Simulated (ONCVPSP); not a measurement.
# Thulium: generating and testing an ONCV potential

Do these settings give a usable potential? It is generated, then checked for transferability, scattering, ghosts and hardness.

Program: ONCVPSP 4.0.1. Reference atom: PBEsol, scalar-relativistic, spherical and spin-unpolarised. All values are calculated.

### Step 1. Starting point

The settings as typed:

* element: thulium (Tm, Z = 69)
* type: optimised norm-conserving Vanderbilt (ONCV)
* frozen core: [Kr] 4d10 5s2
* valence charge: 21
* reference configuration: 4f13 5p6 6s2
* partial waves: 6s: rc 3.55 bohr, ncon 3, nbas 6, qcut 1.6 1/bohr, 2 projectors, debl 2.8 Ha; 5p: rc 1.85 bohr, ncon 3, nbas 7, qcut 6.1 1/bohr, 2 projectors, debl 2.1 Ha; d scattering state at 0.26 Ha: rc 2.85 bohr, ncon 3, nbas 8, qcut 3.8 1/bohr, 2 projectors, debl 1.5 Ha; 4f: rc 0.90 bohr, ncon 5, nbas 9, qcut 20.2 1/bohr, 2 projectors, debl 3.1 Ha
* local potential: polynomial inside 0.80 bohr (lpopt 5, dvloc0 3 Ha)
* core correction: Teter function fitted to the true core (icmod 2), fcfact 0.6

The outer shells as boxes (Hund's rule for the drawing; the calculation is spin-unpolarised):

```
[Kr] core
4d [↑↓][↑↓][↑↓][↑↓][↑↓]
5s [↑↓]
4f [↑↓][↑↓][↑↓][↑↓][↑↓][↑↓][↑ ]
5p [↑↓][↑↓][↑↓]
6s [↑↓]
```

### Step 2. Generation

Contents of Tm.dat:

```
# ATOM AND REFERENCE CONFIGURATION
# atsym  z   nc   nv     iexc    psfile
  Tm 69.00   10    3  -116133      upf
#
#   n    l    f
    1    0    2.00
    2    0    2.00
    2    1    6.00
    3    0    2.00
    3    1    6.00
    3    2   10.00
    4    0    2.00
    4    1    6.00
    4    2   10.00
    5    0    2.00
    4    3   13.00
    5    1    6.00
    6    0    2.00
#
# PSEUDOPOTENTIAL AND OPTIMIZATION
# lmax
    3
#
#   l,   rc,      ep,       ncon, nbas, qcut
    0    3.55    0.00    3    6    1.60
    1    1.85    0.00    3    7    6.10
    2    2.85    0.26    3    8    3.80
    3    0.90    0.00    5    9   20.20
#
# LOCAL POTENTIAL
# lloc, lpopt,  rc(5),   dvloc0
    4    5    0.80    3.00
#
# VANDERBILT-KLEINMAN-BYLANDER PROJECTORs
# l, nproj, debl
    0    2    2.80
    1    2    2.10
    2    2    1.50
    3    2    3.10
#
# MODEL CORE CHARGE
# icmod, fcfact, rcfact
    2    0.60    0.60
#
# LOG DERIVATIVE ANALYSIS
# epsh1, epsh2, depsh
   -2.00    5.00    0.02
#
# OUTPUT GRID
# rlmax, drl
    6.00    0.01
#
# TEST CONFIGURATIONS
# ncnf
    4
# nvcnf
#   n    l    f
    3
    4    3   13.00
    5    1    6.00
    6    0    1.00
#
    3
    4    3   13.00
    5    1    6.00
    6    0    0.00
#
    3
    4    3   12.00
    5    1    6.00
    6    0    0.00
#
    4
    4    3   13.00
    5    1    6.00
    6    0    0.00
    6    1    2.00
#
```

The run is started by

```console
$ oncvpsp.x < Tm.dat > Tm.out
```

What does the calculation give? Wanted: cutoffs for 1 and 0.1 mHa per electron, occupied waves; bound ghosts; GHOST(+) flags; largest phase difference near zero energy, channels read; rms error of d²Exc/dn², without and with the model core; projector energies reset by the program.

**Answer**, as computed:

```
                                                quantity                                                                                       value
  cutoffs for 1 and 0.1 mHa per electron, occupied waves                                                                           178 Ha and 361 Ha
                                            bound ghosts                                                                             s at -282.45 eV
                                          GHOST(+) flags  s at -2 eV, s at 113 eV, p at 33 eV, d at 108 eV (1 near or above the test basis's cutoff)
largest phase difference near zero energy, channels read                                                                                   0.001 rad
 rms error of d²Exc/dn², without and with the model core                                                                           7.19 and 3.00 mHa
                 projector energies reset by the program                                                                         d: -0.030, 1.470 Ha
```

In words: It has a bound ghost (s), a state that the atom doesn't have, and that rules the file out. By its cutoff, 178 Ha for the looser tolerance, it is very hard. At the looser tolerance the 4f wave is the slowest; 5p needs 8 Ha. Near zero energy the phases of the channels with partial waves that could be evaluated agree within 0.001 rad. The program also flags highly localised states, GHOST(+) (s, p, d). All of this concerns the isolated atom, not yet a solid.
